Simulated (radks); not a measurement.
**Excited configurations of Kr²⁺**

The task here is to estimate one member of a computed series from the others.

Method: Dirac Kohn-Sham, PBEsol, spin-unpolarised, spherical densities, finite nucleus; open shells fill j = l - 1/2 first. Code: radks (a radial shooting solver on a logarithmic mesh, Libxc functionals) version 1.

## The system

| Property | Result |
| --- | --- |
| element | krypton (Z = 36) |
| charge | +2 |
| electrons | 34 |
| configuration | [Ar] 3d10 4s2 4p4 |
| nuclear rms radius | 4.1884 fm |

The first run:

Input:

```text
Z 36
configuration [Ar] 3d10 4s2 4p4
relativity Dirac
functional pbe_sol,pbe_sol
spin unpolarised
j_filling energy
nucleus finite rms 4.1884 fm
c 137.035999084
```

Among the steps run: Ground configuration: [Ar] 3d10 4s2 4p4.

One table of the session follows, with a row left open; its other results are not shown here.

It belongs to the step «Ground configuration: [Ar] 3d10 4s2 4p4». From the orbitals of this run (lengths in bohr):

| level | <r> | outermost maximum (interpolated) | 90 % within | nodes |
| --- | --- | --- | --- | --- |
| 3s1/2 | 0.5304 | 0.467 | 0.789 | 2 |
| 3p1/2 | 0.5335 | 0.457 | 0.814 | 1 |
| 3p3/2 | 0.5440 | 0.466 | 0.829 | 1 |
| 3d3/2 | ? | ? | ? | ? |
| 3d5/2 | 0.5565 | 0.412 | 0.911 | 0 |
| 4s1/2 | 1.501 | 1.32 | 2.20 | 3 |
| 4p1/2 | 1.716 | 1.47 | 2.56 | 2 |
| 4p3/2 | 1.747 | 1.49 | 2.60 | 2 |

Estimate the missing values for 3d3/2.

The run gave: <r>: 0.5526; outermost maximum (interpolated): 0.409; 90 % within: 0.905; nodes: 0. In the column «<r>» it lies between 3p3/2 (0.5440) and 3d5/2 (0.5565).

Caveats from the session: Spin polarisation and multiplet splitting are left out, so open shells lie too high by an amount that depends on their filling.
